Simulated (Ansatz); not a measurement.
Predict the output of the script below (Ansatz's Python interface).

`run_bend.py`:
```python
"""Energy of CH4Te against one bond angle."""

import ansatz
from ase import Atoms


def main() -> None:
    atoms = Atoms(["C", "Te", "H", "H", "H", "H"], positions=[
        (-0.1961, -0.3555, -0.4563),
        (0.2994, -0.1624, 1.5963),
        (-1.0048, 0.4907, -0.731),
        (-0.6314, -1.2911, -0.6605),
        (0.6624, -0.2042, -1.1174),
        (0.9124, 1.4585, 1.3228),
    ])

    # relax first, so that the scan starts from a minimum
    first = (
        ansatz.Crystal.molecule_from_ase(atoms).calculation()
        .basis(gaussian="def2-TZVP")
        .functional("R2SCAN0")
        .relax(force_tolerance=0.02, max_steps=80)
    )
    atoms.positions = first.run().report["positions_ang"]

    rows = []
    for angle in [90, 100, 110, 120, 135, 150, 165, 179]:
        bent = atoms.copy()
        bent.set_angle(0, 1, 5, angle, indices=[5])
        base = ansatz.Crystal.molecule_from_ase(bent).calculation()
        base = base.basis(gaussian="def2-TZVP")
        base = base.functional("R2SCAN0")
        rows.append((angle, base.run().report["free_energy_ev"]))
    floor = min(e for _, e in rows)
    for angle, e in rows:
        print(f"angle C0-Te1-H5 = {angle:3d} deg   {1000 * (e - floor):9.1f} meV")


if __name__ == "__main__":
    main()
```

Running `python run_bend.py` prints:
```text
angle C0-Te1-H5 =  90 deg         0.0 meV
angle C0-Te1-H5 = 100 deg        16.8 meV
angle C0-Te1-H5 = 110 deg       162.3 meV
angle C0-Te1-H5 = 120 deg       425.4 meV
angle C0-Te1-H5 = 135 deg      1021.1 meV
angle C0-Te1-H5 = 150 deg      1827.5 meV
angle C0-Te1-H5 = 165 deg      2769.9 meV
angle C0-Te1-H5 = 179 deg      3445.4 meV
```

The scan is rigid, and the energies are electronic, in a modest basis. The zero is the lowest point of the grid, which needn't be the minimum. def2 sets replace the cores of elements past krypton by effective core potentials. Wall time of the script: 55 s on 1 thread of Arm Neoverse V2, with other jobs on the host, peak memory 0.25 GiB.
